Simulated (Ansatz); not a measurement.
**Bi2Te3 (Tellurobismuthite) under changes of volume**

One of the cells (33.871 Å³/atom); the others are scaled copies at fixed shape and fractional positions:

```
Bi Te
1.0
     2.19300    1.26613   10.16567
    -2.19300    1.26613   10.16567
     0.00000   -2.53226   10.16567
Bi Te
2 3
Direct
  0.60000 0.60000 0.60000
  0.40000 0.40000 0.40000
  0.79050 0.79050 0.79050
  0.20950 0.20950 0.20950
  0.00000 0.00000 0.00000
```

```yaml
Program: Ansatz 0.2.0
Functional: PBEsol
Potentials_or_basis: all-electron LAPW, scalar-relativistic
Cutoff: 203 eV (chosen from the basis error)
Basis_error_allowed: 0.001 eV/atom
k_mesh: 7 × 7 × 7
Occupations: fermi-dirac, width 0.05 eV
Spin: no spin polarisation
```

```tsv
volume (Å³/atom)	energy over the lowest point (meV/atom)	pressure (GPa)	gap on the mesh (eV)	largest force (eV/Å)
31.839	14.54	3.0	0.20	0.296
32.517	4.58	1.7	0.21	0.150
33.194	0.00	0.5	0.23	0.014
33.871	0.23	-0.6	0.24	0.112
34.549	4.76	-1.5	0.25	0.230
35.226	?	?	?	?
35.904	24.91	-3.2	0.27	0.441
```

Task: What does the run at 35.226 Å³/atom give?

Result: Energy over the lowest point 13.12 meV/atom; pressure -2.4 GPa; gap on the mesh 0.26 eV; largest force 0.340 eV/Å.

Worked out: A Birch-Murnaghan fit of order 3 (a polynomial in V^(-2/3)) to the other rows has its minimum at 33.49 Å³/atom with B0 = V·E''(V) = 53 GPa and B' = 4.6 at fixed shape and positions, which overstates the stiffness. It gives 13.11 meV/atom at 35.226 Å³/atom, against the run's 13.12, and -dE/dV = -2.4 GPa, against -2.4. A straight line through the other rows of the gap, of slope 0.593 eV per unit of ln V (its deformation potential), gives 0.26 eV, against the run's 0.26.

Energies are extrapolated to zero smearing.

Caveats: spin-orbit coupling is left out, which as a rule narrows the gap of such compounds by several tenths of an eV; an odd mesh through Γ misses points on the zone boundary, where band edges often lie.
